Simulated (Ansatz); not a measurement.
# Ni: a surface, (210), 1 layers

Aim: cut a slab of Ni (210), 1 layers from the relaxed bulk, relax it, and get surface energy and work function. Methods of the runs shown: PAW and LAPW. Its runs: bulk cell relaxed (PAW); bulk in the slab's orientation (PAW); the reference run (LAPW and PAW); vacuum of 9 Å (LAPW and PAW).

Method: DFT PBEsol, with the methods named in each step, in Ansatz 0.2.0.

1 further run of the same task is left out (it didn't finish). Runs told in other sessions of the task aren't counted.

**1. The system as given**

The structure is cubic, space group Fm-3m (No. 225). Conventional cell: a = 3.464 Å, b = 3.464 Å, c = 3.464 Å, α = 90.00°, β = 90.00°, γ = 90.00°. Ni (site symmetry m-3m) has 12 Ni at 2.45 Å in its first shell of neighbours.

Coordinates:

```
CELL_PARAMETERS angstrom
0.00000 1.73198 1.73198
1.73198 0.00000 1.73198
1.73198 1.73198 0.00000
ATOMIC_POSITIONS crystal
Ni 0.00000 0.00000 0.00000
```

**2. Bulk cell relaxed, PAW**

File input.yaml:

```yaml
crystal:
  lattice:
    - [0.0, 1.7319783131, 1.7319783131]
    - [1.7319783131, 0.0, 1.7319783131]
    - [1.7319783131, 1.7319783131, 0.0]
  atoms:
    - { symbol: Ni, position: [0.0, 0.0, 0.0], spin: 1.0 }
magnetization:
  spin_polarized: true
kpoints:
  mp_grid: { grid: [21, 21, 21] }
scf:
  occupations: { method: fermi_dirac, width: 0.08 }
hamiltonian:
  xc: pbesol
  pseudopotentials: { kind: paw }
output:
  forces: true
  stress: true
relax:
  f_tol: 0.005
  max_steps: 40
  cell: {}
```

Command:

```sh
$ ansatz run input.yaml --threads 2 --pin off --max-ram 6144MiB --backend cpu --events-out ev --progress --plain --runs-dir out
```

Further steps of the session: Bulk in the slab's orientation, PAW; Slab as cut, LAPW; Slab as cut, PAW; Vacuum of 9 Å, LAPW; Vacuum of 9 Å, PAW.

Q: Predict the outcome of this session. Wanted: work function; surface energy (for each run or level that gives them).

As calculated:

| quantity | value |
| --- | --- |
| work function (LAPW, cut) | 4.64 eV |
| surface energy (PAW, cut) | 2.71 J/m² |
| work function (PAW, cut) | 4.66 eV |

**Reading.** Vacuum of 9 Å moves the work function by +0.01 eV (LAPW). Vacuum of 9 Å moves the work function by less than 0.01 eV (PAW). Thickness wasn't converged, and no reconstruction was sought. Other magnetic orders may lie lower; this is the state that the run reached. The program warned that the vacuum holds more density than its bound, so energies and levels may be slightly off.
